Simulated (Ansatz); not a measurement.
# CoC: pressure up to the limit of the methods

One table from this session's results is given with a row withheld; the runs are named, their logs left out.

Program: Ansatz 0.2.0. Level of theory: DFT, PBE, PAW with Ansatz's default frozen-core files, scalar-relativistic. These are calculated values, not measurements.

### The structure to begin with

The structure is cubic, space group Fm-3m (No. 225). The conventional cell has a = 4.309 Å, b = 4.309 Å, c = 4.309 Å, α = 90.00°, β = 90.00°, γ = 90.00°. Co (site symmetry m-3m) has 6 C at 2.15 Å as nearest neighbours. Around C (site symmetry m-3m) lie 6 Co at 2.15 Å.

As a file:

```xyz
2
Lattice="0.0000 2.1544 2.1544 2.1544 0.0000 2.1544 2.1544 2.1544 0.0000" Properties=species:S:1:pos:R:3 pbc="T T T"
Co    0.0000    0.0000    0.0000
C     2.1544    2.1544    2.1544
```

Whether this phase is the stable one at these pressures isn't tested.

Atoms are numbered in the order of the input: Co1, C2.

The first run:

Contents of input.yaml:

```yaml
crystal:
  lattice:
    - [0.0, 2.15443469, 2.15443469]
    - [2.15443469, 0.0, 2.15443469]
    - [2.15443469, 2.15443469, 0.0]
  atoms:
    - { symbol: Co, position: [0.0, 0.0, 0.0], spin: 1.7 }
    - { symbol: C, position: [0.5, 0.5, 0.5] }
magnetization:
  spin_polarized: true
kpoints:
  mp_grid: { grid: [17, 17, 17] }
scf:
  occupations: { method: fermi_dirac, width: 0.05 }
hamiltonian:
  xc: pbe
  pseudopotentials: { kind: paw }
output:
  forces: true
  stress: true
relax:
  f_tol: 0.005
  max_steps: 40
  cell: {}
```

The run is started by

```sh
$ ansatz run input.yaml --threads 1 --pin off --max-ram 3072MiB --backend cpu --events-out ev --progress --plain --runs-dir out
```

Steps of the session up to this table: Cell relaxed at zero pressure, PAW; Volume scaled by 1, PAW; Volume scaled by 0.92, PAW; Volume scaled by 0.84, PAW; Volume scaled by 0.76, PAW; Volume scaled by 0.68, PAW; Volume scaled by 0.6, PAW; Volume scaled by 0.52, PAW; Volume scaled by 0.45, PAW; Volume scaled by 0.45, PAW (partial_waves polarizable).

One table of the session follows, with a row left open; its other results are not shown here.

| method | volume over the first | volume (Å³/atom) | pressure (GPa) |
| --- | --- | --- | --- |
| PAW | 1 | 8.021 | 0.00 |
| PAW | 0.92 | 7.379 | 30.75 |
| PAW | 0.84 | ? | ? |
| PAW | 0.76 | 6.096 | 154.07 |
| PAW | 0.68 | 5.454 | 274.80 |
| PAW | 0.6 | 4.812 | 474.18 |
| PAW | 0.52 | 4.171 | 817.87 |
| PAW | 0.45 | 3.609 | 1343.83 |
| PAW (partial_waves polarizable) | 0.45 | 3.609 | 1343.76 |

**Question.** Estimate the row for PAW, 0.84.

As computed: volume (Å³/atom): 6.737; pressure (GPa): 78.71. In the column «volume (Å³/atom)» it lies between PAW, 0.76 (6.096) and PAW, 0.92 (7.379).

Caveats from the session: Other magnetic orders may lie lower; this is the state that the run reached. Warnings in the runs' records: seeded moment not kept.
